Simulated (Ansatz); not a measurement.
# WH (sextet): from Hartree-Fock to the top rungs at distance W1–H2 = 3.102 Å, def2-SVP

How much of the correlation energy of WH (sextet) does each wave-function method recover here?

Computed with Ansatz 0.2.0, Gaussian basis. Level: def2-SVP, core rule «outside noble gas», up to 4 orbitals frozen.

To be run: UHF; CCSD(T) on natural orbitals of UHF; CCSD(T) on UHF; CISD; CCSDT(Q) on natural orbitals of UHF; CCSDT(Q) on UHF; CASSCF and MRCISD+Q, 7 electrons in 7 orbitals; CASSCF and NEVPT2, 7 electrons in 7 orbitals; Full CI.

14 further runs of the same task are left out: 2 for a known fault of the program, 10 that didn't finish, 2 set aside as unsound or not needed.

### 1 The geometry

The geometry derives from a PBE0/def2-TZVP stationary point (not a proven minimum). One bond is set to the value named and the two fragments are kept rigid. No spin-orbit coupling is included. Elements past krypton take def2 core potentials.

2 atoms, charge 0, spin multiplicity 6.

Atoms are counted from 1 here; the program's logs count them from 0.

No contacts short enough for the rule that draws bonds.

### 2 UHF

Input file in.yaml:

```yaml
crystal:
  periodic: [false, false, false]
  atoms:
    - {symbol: W, position_ang: [0.000000, 0.000000, 0.000000]}
    - {symbol: H, position_ang: [0.000000, 0.000000, 3.102000]}
basis:
  gaussian: {orbitals: def2-SVP}
magnetization: {spin_polarized: true, initial_magnetization: 5}
hamiltonian: {xc: hf}
output: {orbitals: {seedname: orbitals}}
```

Launch:

```bash
$ ansatz run in.yaml --threads 1 --pin off --events-out ev --progress --plain --max-ram 2393MiB
```

Further steps of the session: CCSD(T) on natural orbitals of UHF; CCSD(T) on UHF; CISD; CCSDT(Q) on natural orbitals of UHF; CCSDT(Q) on UHF; CASSCF and MRCISD+Q, 7 electrons in 7 orbitals; CASSCF and NEVPT2, 7 electrons in 7 orbitals; Full CI.

Q: Predict the results of all the runs planned. Wanted: FCI below the RHF energy; RMP2 from FCI; RCCSD from FCI; RCCSD(T) from FCI; RCCSDT(Q) from FCI; NEVPT2 valence from FCI; MRCISD+Q valence from FCI; T1 diagnostic; effectively unpaired electrons.

**Answer**, as computed:

| quantity | value |
| --- | --- |
| FCI below the RHF energy | -3.1328 eV |
| RMP2 from FCI | +702.2 meV |
| RCCSD from FCI | +120.9 meV |
| RCCSD(T) from FCI | +11.4 meV |
| RCCSDT(Q) from FCI | -25.9 meV |
| NEVPT2 valence from FCI | +530.9 meV |
| MRCISD+Q valence from FCI | -9.5 meV |
| levels within 1 kcal/mol (43 meV) | RCCSD(T), RCCSDT, RCCSDT(Q), MRCISD+Q valence |
| T1 diagnostic | 0.176 |
| effectively unpaired electrons | 6.13 |

RCCSD(T) misses by +11.4 meV, 0.4 % of the correlation energy. RCCSDT, RCCSDT(Q), MRCISD+Q valence fall below full CI, which methods that aren't variational can do. The occupations show strong static correlation (6.1 unpaired electrons where one determinant has 5). Coupled cluster on one determinant still stays close here. Of the multireference levels listed MRCISD+Q valence comes nearest in total energy (-9.5 meV), which doesn't show that its space is the better one. Coupled cluster took another determinant than the lowest Hartree-Fock one. These misses are within one basis, not against nature.
